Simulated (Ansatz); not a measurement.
Consider an atomisation energy of C2H7BrSi, SMILES C[SiH](C)Br (Ansatz's Python interface).

Script `tae_c2h7brsi.py`:
```python
# -*- coding: utf-8 -*-
"""Atomisation energy of C2H7BrSi at the given geometry."""

from collections import Counter

import ansatz as az


def energy_of(molecule, charge=0, unpaired=0):
    calc = (
        molecule.calculation()
        .basis(gaussian="def2-SVP")
        .functional("pbe")
    )
    if charge:
        calc = calc.charge(charge)
    if unpaired:
        calc = calc.spin("collinear", total=unpaired)
    return calc.run().report["free_energy_ev"]

GEOMETRY = """
C    -0.86340    1.23280   -0.12920
Si   -0.44510   -0.51350   -0.13300
C     1.26640   -0.76920    0.42180
Br   -0.55940   -1.28890   -2.20200
H    -0.25330    1.85230   -0.81310
H    -0.84290    1.72180    0.86250
H    -1.91310    1.41860   -0.48600
H    -1.33360   -1.25230    0.73460
H     2.01480   -0.22300   -0.16230
H     1.43860   -0.40420    1.48170
H     1.55630   -1.83160    0.44560
"""

mol = az.Crystal.molecule()
for line in GEOMETRY.strip().splitlines():
    symbol, *xyz = line.split()
    mol = mol.atom(symbol, [float(v) for v in xyz])

# Hund ground states
unpaired = {"C": 2, "Si": 2, "Br": 1, "H": 1}
counts = Counter(site.symbol for site in mol.cartesian_sites)
atom_energy = {s: energy_of(az.Crystal.molecule().atom(s, (0, 0, 0)), 0, unpaired[s]) for s in counts}
whole = energy_of(mol, 0, 0)
for s, e in atom_energy.items():
    print(f"{s:2s} x{counts[s]}  {e:14.5f} eV")
print(f"C2H7BrSi: {whole:.5f} eV")
split = sum(counts[s] * e for s, e in atom_energy.items()) - whole
print(f"atomisation energy (no zero-point term): {split:.3f} eV, {split / sum(counts.values()):.3f} eV an atom")
```

What does it cost to take this molecule apart into atoms?

40.456 eV from the electronic energies, without the zero-point term.

The run itself:

```console
$ python tae_c2h7brsi.py
C  x2     -1027.26350 eV
Si x1     -7867.46925 eV
Br x1    -70025.97898 eV
H  x7       -13.56840 eV
C2H7BrSi: -80083.40952 eV
atomisation energy (no zero-point term): 40.456 eV, 3.678 eV an atom
```

Total energies depend on the basis set; only differences at equal settings carry meaning. The geometry is a force-field or estimated start, not a minimum of this method, and the basis set is short of its limit. All parts are taken at fixed geometry, without zero-point energy. This functional overbinds, so such energies come out a few per cent too high (LDA far more). The spin-orbit lowering of heavy atoms is left out. Finished in 4.7 s on 1 thread of Arm Neoverse V2, with other jobs on the host, peak memory 0.21 GiB.
